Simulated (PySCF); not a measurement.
**SnNH3S (SMILES [NH2][Sn][SH]) at MP2/ccECP-aug-cc-pVDZ (core potential)**

Aim: the vertical ionisation energy of SnNH3S at MP2/ccECP-aug-cc-pVDZ (core potential), from 2 runs. Input form: a Python script.

The results are computed with PySCF 2.14.0.

## 1. The molecule

SnNH3S has 6 atoms, charge 0, and is taken as a singlet. SMILES: `[NH2][Sn][SH]`. Geometry: relaxed at PBE0-D4/def2-TZVP. This is one conformer, not always the lowest.

Bond lengths: N1–Sn2 2.010 Å, Sn2–S3 2.443 Å, N1–H4 1.008 Å, N1–H5 1.008 Å, S3–H6 1.342 Å. Angles: N1–Sn2–S3 92.6°, Sn2–N1–H4 125.5°, Sn2–N1–H5 122.9°, Sn2–S3–H6 93.4°, H4–N1–H5 111.6°.

## 2. A single-point energy at MP2/ccECP-aug-cc-pVDZ (core potential)

Contents of job.py:

```python
from pyscf import gto, scf, mp

mol = gto.M(
    atom='''
N       -0.904800       0.210400      -0.976700
Sn       0.273800      -1.207500      -0.176300
S        1.180300       0.331600       1.490700
H       -0.964800       1.167500      -0.664900
H       -1.517000       0.035700      -1.757600
H        1.974500      -0.601600       2.038700
''',
    spin=0,
    basis='ccecp-aug-cc-pvdz',
    verbose=3,
    ecp='ccecp',
    max_memory=1860,
)

calc0 = scf.RHF(mol)
calc0.conv_tol = 1e-10
calc0.kernel()
if not calc0.converged:
    calc0 = calc0.newton().run(calc0.mo_coeff, calc0.mo_occ)

pt = mp.MP2(calc0).run()
e_tot = pt.e_tot
print(f'total energy: {e_tot:.8f} hartree')
```

Launch:

```bash
$ OMP_NUM_THREADS=1 python job.py
```

Output:

```text
converged SCF energy = -24.7576658457429
E(RMP2) = -25.163877913868  E_corr = -0.406212068125175
E(SCS-RMP2) = -25.1605549351217  E_corr = -0.402889089378806
total energy: -25.16387791 hartree
```

It took 3.6 s on 1 thread of Arm Neoverse V2, shared host; peak memory 0.21 GiB.

## 3. The doublet cation

Contents of start.xyz:

```xyz
6

N     -0.904800     0.210400    -0.976700
Sn     0.273800    -1.207500    -0.176300
S      1.180300     0.331600     1.490700
H     -0.964800     1.167500    -0.664900
H     -1.517000     0.035700    -1.757600
H      1.974500    -0.601600     2.038700
```

Contents of calc.py:

```python
from pyscf import gto, scf, mp

mol = gto.Mole()
mol.atom = 'start.xyz'
mol.spin = 1
mol.ecp = 'ccecp'
mol.verbose = 4
mol.charge = 1
mol.max_memory = 1860
mol.basis = 'ccecp-aug-cc-pvdz'
mol.build()

calc0 = scf.UHF(mol)
calc0.conv_tol = 1e-10
calc0.kernel()
if not calc0.converged:
    calc0 = calc0.newton().run(calc0.mo_coeff, calc0.mo_occ)

pt = mp.MP2(calc0).run()
energy = pt.e_tot
print(f'total energy: {energy:.8f} hartree')
```

Launch:

```bash
$ OMP_NUM_THREADS=1 python calc.py
```

Output:

```text
PySCF version 2.14.0

[INPUT] num. atoms = 6
[INPUT] num. electrons = 17
[INPUT] charge = 1
[INPUT] spin (= nelec alpha-beta = 2S) = 1
[INPUT] symmetry False subgroup None
[INPUT] Mole.unit = angstrom
[INPUT] Symbol           X                Y                Z      unit          X                Y                Z       unit  Magmom
[INPUT]  1 N     -0.904800000000   0.210400000000  -0.976700000000 AA   -1.709824197506   0.397598376608  -1.845695505863 Bohr   0.0
[INPUT]  2 Sn     0.273800000000  -1.207500000000  -0.176300000000 AA    0.517407012906  -2.281844295412  -0.333158715761 Bohr   0.0
[INPUT]  3 S      1.180300000000   0.331600000000   1.490700000000 AA    2.230443744824   0.626633182906   2.817014733889 Bohr   0.0
[INPUT]  4 H     -0.964800000000   1.167500000000  -0.664900000000 AA   -1.823207764980   2.206255250430  -1.256478900223 Bohr   0.0
[INPUT]  5 H     -1.517000000000   0.035700000000  -1.757600000000 AA   -2.866714530965   0.067463222647  -3.321382636536 Bohr   0.0
[INPUT]  6 H      1.974500000000  -0.601600000000   2.038700000000 AA    3.731264232954  -1.136859236538   3.852584650151 Bohr   0.0

nuclear repulsion = 28.2138636579883
number of shells = 39
number of NR pGTOs = 212
number of NR cGTOs = 91
basis = ccecp-aug-cc-pvdz
ecp = ccecp

******** <class 'pyscf.scf.uhf.UHF'> ********
method = UHF
initial guess = minao
damping factor = 0
level_shift factor = 0
DIIS = <class 'pyscf.scf.diis.CDIIS'>
diis_start_cycle = 1
diis_space = 8
diis_damp = 0
SCF conv_tol = 1e-10
SCF conv_tol_grad = None
SCF max_cycles = 50
direct_scf = True
direct_scf_tol = 1e-13
number electrons alpha = 9  beta = 8
Set gradient conv threshold to 1e-05
init E= -24.2588263199464
[... the frontier-level lines of each cycle are left out ...]

cycle= 1 E= -24.3802466068977  delta_E= -0.121  |g|= 0.276  |ddm|= 2.87
cycle= 2 E= -24.4369614700533  delta_E= -0.0567  |g|= 0.15  |ddm|= 1.05
cycle= 3 E= -24.4517796427301  delta_E= -0.0148  |g|= 0.0461  |ddm|= 0.286
cycle= 4 E= -24.4545932246538  delta_E= -0.00281  |g|= 0.0176  |ddm|= 0.173
cycle= 5 E= -24.4552699193035  delta_E= -0.000677  |g|= 0.0102  |ddm|= 0.07
cycle= 6 E= -24.4556457673664  delta_E= -0.000376  |g|= 0.0063  |ddm|= 0.0569
cycle= 7 E= -24.4558867056101  delta_E= -0.000241  |g|= 0.00428  |ddm|= 0.0538
cycle= 8 E= -24.4560448674864  delta_E= -0.000158  |g|= 0.00208  |ddm|= 0.0594
cycle= 9 E= -24.4560889057353  delta_E= -4.4e-05  |g|= 0.000806  |ddm|= 0.039
cycle= 10 E= -24.4560929880313  delta_E= -4.08e-06  |g|= 0.000386  |ddm|= 0.011
cycle= 11 E= -24.4560936316134  delta_E= -6.44e-07  |g|= 0.000217  |ddm|= 0.00332
cycle= 12 E= -24.4560938318229  delta_E= -2e-07  |g|= 0.000137  |ddm|= 0.00131
cycle= 13 E= -24.4560939346787  delta_E= -1.03e-07  |g|= 8.98e-05  |ddm|= 0.00098
cycle= 14 E= -24.4560939845099  delta_E= -4.98e-08  |g|= 6.09e-05  |ddm|= 0.000748
cycle= 15 E= -24.4560940074532  delta_E= -2.29e-08  |g|= 3.26e-05  |ddm|= 0.000614
cycle= 16 E= -24.4560940144402  delta_E= -6.99e-09  |g|= 1.41e-05  |ddm|= 0.000381
cycle= 17 E= -24.4560940152277  delta_E= -7.88e-10  |g|= 7.12e-06  |ddm|= 0.000153
cycle= 18 E= -24.4560940154005  delta_E= -1.73e-10  |g|= 3.78e-06  |ddm|= 4.89e-05
cycle= 19 E= -24.456094015462  delta_E= -6.15e-11  |g|= 2.14e-06  |ddm|= 2.95e-05
Extra cycle  E= -24.456094015474  delta_E= -1.2e-11  |g|= 1.6e-06  |ddm|= 8.11e-06
converged SCF energy = -24.456094015474  <S^2> = 0.81728896  2S+1 = 2.0661936

******** <class 'pyscf.mp.ump2.UMP2'> ********
nocc = (np.int64(9), np.int64(8)), nmo = (91, 91)
E(UMP2) = -24.8367047833701  E_corr = -0.380610767896081
E(SCS-UMP2) = -24.8332690809708  E_corr = -0.377175065496816
E_corr(same-spin) = -0.0917975261290169
E_corr(oppo-spin) = -0.288813241767064
total energy: -24.83670478 hartree
```

Run time: 5.1 s. Hardware: 1 thread of Arm Neoverse V2, shared host; peak memory 0.21 GiB.

## 4. What came out

Level: MP2/ccECP-aug-cc-pVDZ (core potential).

```
                                                                  quantity         value
                                              singlet SnNH3S: total energy  -25.16388 Eh
                      singlet SnNH3S: dipole moment (Hartree–Fock density)        1.95 D
                       singlet SnNH3S: HOMO energy (Hartree–Fock orbitals)      -9.04 eV
                       singlet SnNH3S: LUMO energy (Hartree–Fock orbitals)       0.60 eV
                     singlet SnNH3S: HOMO–LUMO gap (Hartree–Fock orbitals)       9.64 eV
                                        singlet SnNH3S: correlation energy    -406.2 mEh
                                              doublet cation: total energy  -24.83670 Eh
doublet cation: HOMO energy (Hartree–Fock orbitals) (highest over α and β)     -15.56 eV
 doublet cation: LUMO energy (Hartree–Fock orbitals) (lowest over α and β)      -7.39 eV
                                        doublet cation: correlation energy    -380.6 mEh
                         doublet cation: ⟨S²⟩ of the reference determinant         0.817
                        vertical ionisation energy (to the doublet cation)      8.903 eV
```

**Reading.** The vertical ionisation energy comes to 8.90 eV (205 kcal/mol). Mulliken charges (doublet cation) of the mean-field density run from -0.40 on H5 to +1.10 on Sn2; in a basis this large or diffuse they mean little.
